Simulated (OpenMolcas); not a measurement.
**Ru²⁺ among point charges: CASSCF levels and susceptibility**

How does a field of 5 point charges split the states of Ru²⁺, and what χT follows?

The numbers are computed with OpenMolcas 26.06 (state-averaged CASSCF, spin-orbit coupling by RASSI with atomic mean-field integrals), except any that are marked as measured or tabulated.

1 further run of the same task is left out (it didn't finish).

## (1) The system

- Species: Ru²⁺ (ruthenium, Z = 44, 42 electrons)
- Basis: ANO-RCC-VDZP [6s5p3d1f], 43 functions
- Scalar Hamiltonian: DKH2, point nucleus
- Inactive shells: 1s 2s 2p 3s 3p 3d 4s 4p
- Active space: 6 electrons in 5 orbitals (4d)
- Some configurations of this space: 4d6
- Orbitals: optimised for each spin and parity, averaged over all roots

The outer shells:

4d6
```
4d [↑↓][↑ ][↑ ][↑ ][↑ ]
```

The ion sits among 5 point charges of -2 e arranged as a trigonal bipyramid (D3h), 1.78 Å from the ion, with the axial distance 1.851 Å. The active orbitals were held to one l.

The work runs as a chain of OpenMolcas steps in one folder; each step below is one input file. Labels, J, g values, rates, χT and fits are worked out afterwards by a script from the matrices that RASSI stores.

## (2) GATEWAY and SEWARD: basis and integrals

Contents of a.inp:

```
&GATEWAY
Coord
1

Ru 0.0 0.0 0.0
Basis=ANO-RCC-VDZP
Group=NoSym
NoMove
AngMom=0.0 0.0 0.0
AMFI
XField
5 Angstrom 0
1.780000 0.000000 0.000000 -2.000000
-0.890000 1.541525 0.000000 -2.000000
-0.890000 -1.541525 0.000000 -2.000000
0.000000 0.000000 1.851200 -2.000000
0.000000 0.000000 -1.851200 -2.000000
&SEWARD
```

On the command line:

```sh
OMP_NUM_THREADS=1 MOLCAS_MEM=1689 MOLCAS_PROJECT=a pymolcas a.inp > a.log
```

The program printed:

```text
Basis set label: RU.ANO-RCC...6S5P3D1F.

      Electronic valence basis set:
      ------------------
      Associated Effective Charge  44.000000 au
      Associated Actual Charge     44.000000 au
      Nuclear Model: Point charge

      Shell  nPrim  nBasis  Cartesian Spherical Contaminant
         s      21       6        X
         p      18       5        X
         d      13       3                 X
         f       6       1                 X
                  Relativistic Douglas-Kroll-Hess integrals:
                    - DKH order of Hamiltonian: 2
                    - DKH order of Properties : 0
                  Atomic mean-field integrals
```

## (3) CASSCF: quintets, 5 roots

Contents of a.inp:

```
&RASSCF
FileOrb=start.orb
Symmetry=1
Spin=5
nActEl=6 0 0
Inactive=18
Ras2=5
CIRoot=5 5 1
SDav=5
CIMx=300
Iter=120 100
PrWF=0.3
OrbListing=Nothing
MaxOrb=0
SupSym
1
15 10 11 12 13 14 19 20 21 22 23 32 33 34 35 36
>>> COPY $Project.JobIph JOB001
```

start.orb holds the contracted functions of the basis, ordered by shell, or the orbitals of the step before.

The program printed, cut to the lines that bear on the results:

```text
[...]
      Number of active orbitals                  5
[...]
      Spin quantum number                      2.0
[...]
      Active orbitals                            5
[...]
      Number of CSFs                             5
      Number of root(s) required                 5
[...]
      Convergence after  8 iterations
[...]
      Natural orbitals and occupation numbers for root  1
      sym 1:   1.000000   1.000000   1.000000   2.000000   1.000000
      Natural orbitals and occupation numbers for root  2
      sym 1:   1.000000   2.000000   1.000000   1.000000   1.000000
      Natural orbitals and occupation numbers for root  3
      sym 1:   1.000000   1.000000   1.000000   1.000000   2.000000
::    RASSCF root number  1 Total energy:  -4532.50164405
::    RASSCF root number  2 Total energy:  -4532.50164405
::    RASSCF root number  3 Total energy:  -4532.47265560
::    RASSCF root number  4 Total energy:  -4532.47265557
::    RASSCF root number  5 Total energy:  -4532.40777883
```

## (4) CASSCF: triplets, 45 roots

Contents of a.inp:

```
&RASSCF
FileOrb=start.orb
Symmetry=1
Spin=3
nActEl=6 0 0
Inactive=18
Ras2=5
CIRoot=45 45 1
SDav=45
CIMx=300
Iter=120 100
PrWF=0.3
OrbListing=Nothing
MaxOrb=0
SupSym
1
15 10 11 12 13 14 19 20 21 22 23 32 33 34 35 36
>>> COPY $Project.JobIph JOB002
```

On the command line:

```sh
OMP_NUM_THREADS=1 MOLCAS_MEM=1689 MOLCAS_PROJECT=a pymolcas a.inp > a.log
```

The program printed, cut to the lines that bear on the results:

```text
[...]
      Number of active orbitals                  5
[...]
      Spin quantum number                      1.0
[...]
      Active orbitals                            5
[...]
      Number of CSFs                            45
      Number of root(s) required                45
[...]
      Convergence after  7 iterations
[...]
      Natural orbitals and occupation numbers for root  1
      sym 1:   1.962569   1.962569   0.022841   1.026011   1.026011
      Natural orbitals and occupation numbers for root  2
      sym 1:   1.495558   1.495556   0.097888   1.455498   1.455500
      Natural orbitals and occupation numbers for root  3
      sym 1:   1.495558   1.495555   0.097888   1.455498   1.455501
::    RASSCF root number  1 Total energy:  -4532.49351902
::    RASSCF root number  2 Total energy:  -4532.45883660
::    RASSCF root number  3 Total energy:  -4532.45883660
[...]
::    RASSCF root number 27 Total energy:  -4532.33241331
::    RASSCF root number 28 Total energy:  -4532.33241330
::    RASSCF root number 29 Total energy:  -4532.32643829
::    RASSCF root number 30 Total energy:  -4532.32643829
```

## (5) Reference wave functions, singlets, 50 roots

Contents of a.inp:

```
&RASSCF
FileOrb=start.orb
Symmetry=1
Spin=1
nActEl=6 0 0
Inactive=18
Ras2=5
CIRoot=50 50 1
SDav=50
CIMx=300
Iter=120 100
PrWF=0.3
OrbListing=Nothing
MaxOrb=0
SupSym
1
15 10 11 12 13 14 19 20 21 22 23 32 33 34 35 36
>>> COPY $Project.JobIph JOB003
```

The program printed, cut to the lines that bear on the results:

```text
[...]
      Number of active orbitals                  5
[...]
      Spin quantum number                      0.0
[...]
      Active orbitals                            5
[...]
      Number of CSFs                            50
      Number of root(s) required                50
[...]
      Convergence after  7 iterations
[...]
      Natural orbitals and occupation numbers for root  1
      sym 1:   1.985947   1.985947   0.024323   1.001889   1.001894
      Natural orbitals and occupation numbers for root  2
      sym 1:   1.985947   1.985947   0.024323   1.001890   1.001892
      Natural orbitals and occupation numbers for root  3
      sym 1:   1.928177   1.928177   0.053388   1.045132   1.045126
::    RASSCF root number  1 Total energy:  -4532.45967565
::    RASSCF root number  2 Total energy:  -4532.45967565
::    RASSCF root number  3 Total energy:  -4532.44785522
[...]
::    RASSCF root number 27 Total energy:  -4532.30058371
::    RASSCF root number 28 Total energy:  -4532.29507922
::    RASSCF root number 29 Total energy:  -4532.29507921
::    RASSCF root number 30 Total energy:  -4532.28627517
```

## (6) RASSI: spin-orbit coupling between the states

Contents of a.inp:

```
&RASSI
NrOfJobIphs=3 5 45 50
1 2 3 4 5
1 2 3 4 5 6 7 8 9 10 11 12 13 14 15 16 17 18 19 20 21 22 23 24 25 26 27
28 29 30 31 32 33 34 35 36 37 38 39 40 41 42 43 44 45
1 2 3 4 5 6 7 8 9 10 11 12 13 14 15 16 17 18 19 20 21 22 23 24 25 26 27
28 29 30 31 32 33 34 35 36 37 38 39 40 41 42 43 44 45 46 47 48 49 50
IphNames
JOB001
JOB002
JOB003
EJob
SpinOrbit
DIPRint=1.0
SOCoupling=1000.0
Subsets=2
Property=9
'ANGMOM' 1 'ANGMOM' 2 'ANGMOM' 3 'MLTPL  1' 1 'MLTPL  1' 2 'MLTPL  1' 3
'AMFI' 1 'AMFI' 2 'AMFI' 3
SOProperty=3
'ANGMOM' 1 'ANGMOM' 2 'ANGMOM' 3
```

The program printed:

```text
SPIN-FREE ENERGIES:
  (Shifted by EMIN (a.u.) =      -4532.5016440525)

 SF State       Relative EMIN(au)   Rel lowest level(eV)    D:o, cm**(-1)      L_eff

     1             0.0000000000        0.0000000000              0.0000         2.0
     2             0.0000000006        0.0000000174              0.0001         2.0
     6             0.0081250350        0.2210934662           1783.2391         3.7
     3             0.0289884551        0.7888160478           6362.2305         2.0
     4             0.0289884782        0.7888166759           6362.2356         2.0
    51             0.0419683999        1.1420183408           9210.9991         5.2
    52             0.0419683999        1.1420183408           9210.9991         5.2
     8             0.0428074555        1.1648502055           9395.1505         3.8
     7             0.0428074555        1.1648502055           9395.1505         3.8
     9             0.0503992394        1.3714331698          11061.3545         4.0
    10             0.0503992414        1.3714332232          11061.3549         4.0
    53             0.0537888287        1.4636685928          11805.2833         3.8
    11             0.0760879282        2.0704580031          16699.3700         5.0
    12             0.0760879282        2.0704580031          16699.3700         5.0
    13             0.0761632139        2.0725066309          16715.8933         4.2
    14             0.0761632305        2.0725070837          16715.8969         4.2
    15             0.0837883813        2.2799980072          18389.4241         3.0
    16             0.0837883823        2.2799980334          18389.4243         3.0
    54             0.0865939911        2.3563425381          19005.1843         4.0
    55             0.0865939923        2.3563425701          19005.1845         4.0
    56             0.0912769280        2.4837717434          20032.9701         5.7
    57             0.0912769280        2.4837717434          20032.9701         5.7
     5             0.0938652265        2.5542029347          20601.0360         2.0
    17             0.0944273939        2.5695002888          20724.4175         4.0
    18             0.0944273939        2.5695002888          20724.4175         4.0
    19             0.1051010142        2.8599442916          23067.0063         3.6
    20             0.1051010152        2.8599443194          23067.0066         3.6
    21             0.1085073282        2.9526348175          23814.6059         3.9
    23             0.1103795197        3.0035797437          24225.5044         4.6
    22             0.1103795197        3.0035797437          24225.5044         4.6
    24             0.1131486148        3.0789306602          24833.2505         4.3
    25             0.1131486343        3.0789311899          24833.2548         4.3
    58             0.1137292366        3.0947301836          24960.6823         6.0
    59             0.1137292366        3.0947301836          24960.6823         6.0
    26             0.1196218238        3.2550756497          26253.9557         2.2
    27             0.1196218243        3.2550756656          26253.9558         2.2
    60             0.1250145440        3.4018190424          27437.5210         5.3
    61             0.1250145586        3.4018194393          27437.5242         5.3
    28             0.1288008274        3.5048490633          28268.5141         3.0
    29             0.1288008350        3.5048492688          28268.5158         3.0
Eigenvalues of complex Hamiltonian:
   -----------------------------------
  (Shifted by EMIN (a.u.) =      -4532.5016440525)

 SO State       Relative EMIN(au)   Rel lowest level(eV)    D:o, cm**(-1)     J-value

     1            -0.0033360948        0.0000000000              0.0000         3.2
     2            -0.0028718430        0.0126329354            101.8915         2.3
     3            -0.0028718430        0.0126329354            101.8915         2.3
     4            -0.0028005882        0.0145718764            117.5301         3.0
     5            -0.0028005878        0.0145718871            117.5302         3.0
     6            -0.0022174998        0.0304385195            245.5032         2.9
     7            -0.0022174997        0.0304385225            245.5032         2.9
     8            -0.0003182777        0.0821189860            662.3343         2.7
     9            -0.0003182774        0.0821189942            662.3344         2.7
    10             0.0003550856        0.1004421343            810.1204         2.8
    11             0.0088942714        0.3328052197           2684.2551         3.8
    12             0.0110218954        0.3907008172           3151.2146         3.6
    13             0.0110218954        0.3907008170           3151.2146         3.6
    14             0.0208905363        0.6592402167           5317.1309         1.8
    15             0.0208905363        0.6592402167           5317.1309         1.8
    16             0.0252385793        0.7775564947           6271.4161         2.1
    17             0.0252385793        0.7775564947           6271.4161         2.1
    18             0.0280887406        0.8551133333           6896.9542         2.3
    19             0.0280887633        0.8551139520           6896.9592         2.3
    20             0.0301454631        0.9110796030           7348.3526         2.1
    21             0.0301454630        0.9110796016           7348.3526         2.1
    22             0.0316694598        0.9525496665           7682.8312         1.6
    23             0.0317749821        0.9554210764           7705.9907         1.6
    24             0.0348047701        1.0378658071           8370.9523         2.9
    25             0.0348047701        1.0378658071           8370.9523         2.9
    26             0.0434796060        1.2739201163          10274.8587         2.8
    27             0.0434796060        1.2739201163          10274.8587         2.8
    28             0.0451408403        1.3191246061          10639.4575         3.3
    29             0.0451408403        1.3191246061          10639.4575         3.3
    30             0.0475630134        1.3850352927          11171.0630         3.9
    31             0.0475630241        1.3850355845          11171.0654         3.9
    32             0.0488214372        1.4192787492          11447.2551         2.8
    33             0.0488214479        1.4192790406          11447.2575         2.8
    34             0.0496593966        1.4420807871          11631.1659         3.8
    35             0.0500390767        1.4524124079          11714.4961         4.0
    36             0.0500390786        1.4524124596          11714.4965         4.0
    37             0.0540602800        1.5618349247          12597.0482         4.0
    38             0.0586662311        1.6871692395          13607.9376         3.9
    39             0.0710295507        2.0235923040          16321.3726         3.8
    40             0.0710295507        2.0235923034          16321.3726         3.8
    41             0.0737008045        2.0962808219          16907.6451         2.0
Weights of the five most important spin-orbit-free states for each spin-orbit state.

 SO State  Total energy (au)           Spin-free states, spin, and weights
 -------------------------------------------------------------------------------------------------------
    1        -0.003336       1 2.0  0.3603    2 2.0  0.3603    6 1.0  0.2597   53 0.0  0.0073    5 2.0  0.0022
    2        -0.002872       1 2.0  0.4942    2 2.0  0.4942    4 2.0  0.0035    3 2.0  0.0035   13 1.0  0.0010
    3        -0.002872       1 2.0  0.4942    2 2.0  0.4942    3 2.0  0.0035    4 2.0  0.0035   14 1.0  0.0010
    4        -0.002801       1 2.0  0.6041    6 1.0  0.2106    2 2.0  0.1743    5 2.0  0.0020    4 2.0  0.0016
    5        -0.002801       2 2.0  0.6041    6 1.0  0.2106    1 2.0  0.1743    5 2.0  0.0020    3 2.0  0.0016
    6        -0.002217       2 2.0  0.4913    1 2.0  0.4913    3 2.0  0.0080   15 1.0  0.0018   16 1.0  0.0018
    7        -0.002217       1 2.0  0.4913    2 2.0  0.4913    4 2.0  0.0080   16 1.0  0.0018   15 1.0  0.0018
    8        -0.000318       1 2.0  0.7316    2 2.0  0.1972    6 1.0  0.0612   16 1.0  0.0032    3 2.0  0.0016
    9        -0.000318       2 2.0  0.7316    1 2.0  0.1972    6 1.0  0.0612   15 1.0  0.0032    3 2.0  0.0016
   10         0.000355       2 2.0  0.4955    1 2.0  0.4955    3 2.0  0.0019    4 2.0  0.0019   15 1.0  0.0013
   11         0.008894       6 1.0  0.6946    2 2.0  0.1334    1 2.0  0.1334   53 0.0  0.0245    9 1.0  0.0042
   12         0.011022       6 1.0  0.7135    2 2.0  0.1465    1 2.0  0.1268   10 1.0  0.0084   15 1.0  0.0017
```

These steps: 24 s of run time, 1 thread of Arm Neoverse V1, shared host.

Spin-free states, with their symmetry labels:

```
  state  degeneracy  E (cm-1)  free-ion L (%)
     5E           2         0         D (100)
    3A2           1      1783          H (46)
     5E           2      6362         D (100)
     1E           2      9211          I (58)
triplet           2      9395          F (45)
     3E           2     11061          H (60)
    1A1           1     11805          G (68)
     3E           2     16699         H (100)
     3E           2     16716          H (40)
     3E           2     18389          P (36)
     1E           2     19005          G (46)
singlet           2     20033          I (85)
    5A1           1     20601         D (100)
triplet           2     20724          G (60)
     3E           2     23067          F (46)
    3A2           1     23815          F (46)
     3E           2     24226          H (54)
     3E           2     24833          G (52)
     1E           2     24961         I (100)
     3E           2     26254          D (67)
     1E           2     27438          I (72)
     3E           2     28269          F (59)
    3A1           1     28756          G (62)
    3A2           1     28882          P (76)
```

With spin-orbit coupling:

```tsv
E (cm-1)	Degeneracy	Label	2S+1	g
0.0	1	A1	5	
101.9	2		5	0.00 0.00 9.99
117.5	2	E	5	0.00 0.00 3.82
245.5	2	E	5	0.00 0.00 5.99
662.3	2	E	5	0.00 0.00 3.70
810.1	1	A2	5	
2684	1	A1	3	
3151	2	E	3	0.00 0.00 4.45
5317	2	E	5	0.00 0.00 11.59
6271	2		5	0.00 0.00 7.89
6897	2	E	5	0.00 0.00 4.02
7348	2	E	5	0.00 0.00 0.11
7683	1	A1	5	
7706	1	A2	5	
8371	2	E	3	0.00 0.00 9.53
10275	2		3	0.00 0.00 6.12
10639	2	E	1	0.00 0.00 8.84
11171	2	E	3	0.00 0.00 5.63
11447	2	E	3	0.00 0.00 2.38
11631	1	A1	3	
11714	2	E	3	0.00 0.00 1.94
12597	1	A2	3	
13608	1	A1	3	
16321	2	E	3	0.00 0.00 0.12
```

The table of states holds 24 of 58 computed; the rest, higher up, is left out. Labels of spin-orbit levels are those of the rotation subgroup (D3 for D3h). Principal g values are given for doublets only; a zero marks a field direction without first-order Zeeman splitting.

Powder χT (cm³ K/mol): 0.06 at 2 K, 0.15 at 5 K, 0.29 at 10 K, 0.59 at 20 K, 1.59 at 50 K, 2.55 at 100 K, 2.89 at 150 K, 3.05 at 200 K, 3.14 at 250 K, 3.19 at 300 K.

Orbitals of the lowest block (energies include the constant potential of the surroundings):

```
shell     space  energy (hartree)  mean occupation  ⟨r²⟩ (bohr²)
   1s  inactive         -814.6817            2.000       0.00147
   2s  inactive         -118.2731            2.000        0.0249
   2p  inactive         -105.5259            6.000        0.0197
   3s  inactive          -20.3512            2.000         0.183
   3p  inactive          -16.0388            6.000         0.187
   3d  inactive           -9.0823           10.000         0.175
   4s  inactive           -1.3176            2.000          1.19
   4p  inactive           -0.0101            6.000          1.45
   4d      RAS2                              6.000          3.00
```

## (7) Results

| quantity | value |
| --- | --- |
| method | CASSCF |
| spin-free ground state | 5E, 2-fold in its orbital part |
| first state of the same spin within the active space | 5E at 6360 cm⁻¹ |
| lowest level | 1-fold A1 |
| next level | 101.9 cm⁻¹ |
| χT at 300 K | 3.19 cm³ K/mol |
| effective moment at 300 K | 5.05 μB |

The spin-free ground state (5E) comes to 100 % from free-ion D terms and keeps the highest spin of the shell. χT at 300 K is 3.19, against 3.01 cm³ K/mol for the spin alone; near agreement at one temperature doesn't show that the orbital moment is quenched. An active space of the d shell alone favours high spin; real ions in strong fields can be low spin. The field of point charges can differ much from that of real complexes. With metal d orbitals alone active, the gaps between spin states are rough; where two lie within a few thousand cm-1, their order is open. Point charges carry no covalency, so the field is a model and not that of real ligands.
